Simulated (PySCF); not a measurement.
# C9H16O: the cost of one run

Programs: PySCF 2.14.0, with routines of our own; each step states its level. All values are computed. Atoms count from 0.

## 1. The system as given

26 atoms, charge 1, multiplicity 2; geometry from: GFN2-xTB.

## 2. Open-shell or spin-flip excitations: unrestricted TDDFT BHandHLYP/def2-SVP

What the job is given:

```
{"job": {"kind": "uabs", "xc": "BHandHLYP", "basis": "def2-SVP", "nstates": 10, "tda": false}, "charge": 1, "multiplicity": 2}
C      2.738168    -1.168686    -0.199670
C      1.466823    -0.347146    -0.330793
C      0.252253    -1.143272    -0.121229
C     -1.017412    -0.674017    -0.324700
C     -2.176244    -1.543018     0.033663
O     -3.382723    -0.865635    -0.057780
C     -1.281854     0.691829    -0.818671
C     -0.911129     1.733536     0.274131
C      0.586056     1.990620     0.331205
C      1.453576     0.815072     0.733953
H      3.611693    -0.554420    -0.398697
H      2.835611    -1.591542     0.797614
H      2.729632    -1.988734    -0.914617
H      1.441723     0.147162    -1.308045
H      0.381866    -2.133307     0.298742
H     -2.149997    -2.415166    -0.648961
H     -2.028264    -1.962116     1.045540
H     -4.125425    -1.451019     0.133850
H     -0.693098     0.909444    -1.710751
H     -2.343121     0.795061    -1.042846
H     -1.286627     1.394019     1.239452
H     -1.423563     2.661921     0.022499
H      0.926895     2.390863    -0.625821
H      0.743950     2.772261     1.084883
H      1.141741     0.411317     1.697724
H      2.488426     1.147586     0.822597
```

With the program's defaults for keys left out, this is: unrestricted TDDFT BHandHLYP/def2-SVP, vertical, gas phase, core orbitals frozen in the response.

Launch:

```
$ OMP_NUM_THREADS=2 python excited_run.py task.json out
```

One launch serves the whole session: the jobs run in the order shown.

Q: Estimate the wall time and peak memory of this first job on 2 threads of Arm Neoverse N1, shared host.

About 4.3 min, with a peak of 0.97 GiB.
